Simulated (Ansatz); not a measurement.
Set up this calculation in Ansatz 0.2.0, as the native input.

```
Task                : single point
Functional          : r2SCANh
Potentials or basis : Ansatz PAW
Cutoff              : 500 eV (not typed: the program's choice for these potentials)
k mesh              : 4 × 4 × 4
Occupations         : fermi-dirac, width 0.05 eV
Spin                : no spin polarisation
```

The system is PtSe.

```
Pt Se
1.0
     0.00000    3.03745    3.03745
     3.03745    0.00000    3.03745
     3.03745    3.03745    0.00000
Pt Se
1 1
Direct
  0.00000 0.00000 0.00000
  0.25000 0.25000 0.25000
```

The cell comes from a database or a generator and needn't be the stable form of this composition.

The input as run:

input

```
crystal:
  lattice:
    - [0.0, 3.03744723, 3.03744723]
    - [3.03744723, 0.0, 3.03744723]
    - [3.03744723, 3.03744723, 0.0]
  atoms:
    - { symbol: Pt, position: [0.0, 0.0, 0.0] }
    - { symbol: Se, position: [0.25, 0.25, 0.25] }
hamiltonian:
  xc: r2scanh
  pseudopotentials: { kind: paw }
kpoints:
  mp_grid: { grid: [4, 4, 4] }
scf:
  occupations: { method: fermi_dirac, width: 0.05 }
output:
  forces: true
  stress: true
  eigenvalues: true
```

It gave:

| Property | Result |
| --- | --- |
| Pressure | -13.9 GPa |
| Band gap on the k mesh | none (metal or under the smearing width) |

Caveat: the k mesh is coarse (spacing up to 0.45 Å⁻¹), so the values aren't converged, least of all with exact exchange; the PAW data sets come from PBE, with cores solved anew for the run's functional, which leaves a small shift of forces and pressure; the thresholds are loose for stress.

Run time: 11 s on 1 × NVIDIA H100 80GB HBM3 with 2 threads of AMD EPYC 7R13 Processor (Zen 3) (shared host), peak memory 1.8 GiB.
